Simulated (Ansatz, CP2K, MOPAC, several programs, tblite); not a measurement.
Ga3AsN2 (ordering on zincblende) from semi-empirical methods to plane-wave DFT

Ga3AsN2, ordered on the zincblende lattice (P3m1) with 6 atoms a cell, relaxed with r2SCAN in Ansatz, was computed with several methods. Space group P3m1 (No. 156), trigonal; conventional cell a = 3.435 Å, c = 8.639 Å, 14.71 Å³ an atom. Around N lie 4 Ga at 1.94–2.06 Å; around N lie 4 Ga at 1.96–2.06 Å; around As lie 4 Ga at 2.30–2.44 Å; around Ga lie 4 N at 1.96–2.06 Å; around Ga lie 3 N at 2.06 Å and 1 As at 2.44 Å; around Ga lie 1 N at 1.94 Å and 3 As at 2.30 Å. Spin-unpolarised throughout. Whether this structure exists isn't addressed.

Space group P3m1 (No. 156). a = 3.435 Å, b = 3.435 Å, c = 8.639 Å, α = 90.00°, β = 90.00°, γ = 120.00°
```
atom  site  symmetry       x       y       z
   N    1a       3m.  0.0000  0.0000  0.0202
   N    1b       3m.  0.3333  0.6667  0.3118
  As    1c       3m.  0.6667  0.3333  0.6599
  Ga    1b       3m.  0.3333  0.6667  0.0855
  Ga    1c       3m.  0.6667  0.3333  0.3771
  Ga    1a       3m.  0.0000  0.0000  0.7955
```

Gaps and times are for a single point on this cell; volume and bulk modulus come from each method's own relaxation or energy curve at fixed shape, which is too stiff where a cell has free coordinates or axes. Times are rough, from shared hosts (Arm Neoverse V1), and each method has its own mesh and cell size. A double dagger marks a value from a curve with shape and coordinates held. PM6 (MOPAC), PM7 (MOPAC), GFN1-xTB (tblite), GFN2-xTB (tblite) treat a cluster of cells at its zone centre, which samples few k points: where these miss a band edge, the gap comes out too large for that reason alone. Gaps from k meshes are read at a limited set of points (mesh, symmetry points, PBE's band edges), so each method's own least gap may be somewhat smaller. xTB and the PM methods were fitted mostly to molecules, and can miss a solid's gap by electronvolts. Minimal bases can be far off for gaps. d marks a direct gap, i an indirect one (no mark: not told apart), a dash a value that wasn't computed or didn't pass its checks.

```
                          method              kind      gap (eV)  own volume (Å³/atom)  bulk modulus (GPa)  atoms computed  processor time
light PBE (260 eV, its own mesh)  light plane-wave  overlap 0.60                     –                   –               6           4.1 s
               GFN1-xTB (tblite)     tight binding             0                     –                   –              54           5.4 s
               GFN2-xTB (tblite)     tight binding             0                15.93‡                 71‡              54           6.5 s
                     PM6 (MOPAC)    semi-empirical          3.54                     –                   –              54           8.2 s
                     PM7 (MOPAC)    semi-empirical          4.03                     –                   –              54            12 s
                  PBE/SZV (CP2K)       small basis  overlap 0.33                     –                   –               6            24 s
                             PBE         semilocal  overlap 0.52                 15.26                112‡               6            27 s
                          r2SCAN         semilocal  overlap 0.76                 14.71                131‡               6            62 s
                 PBE/DZVP (CP2K)       small basis  overlap 0.53                15.46‡                109‡               6            67 s
```

Volumes against r2SCAN's: PBE +3.8 %.

With PBE and r2SCAN the bands overlap or touch, or nearly. Semilocal functionals can close a real gap, so this doesn't show a metal; small gaps of other methods may in turn close between the points read or with spin-orbit coupling, and the solid may be a semimetal.

Spin-orbit coupling is left out.
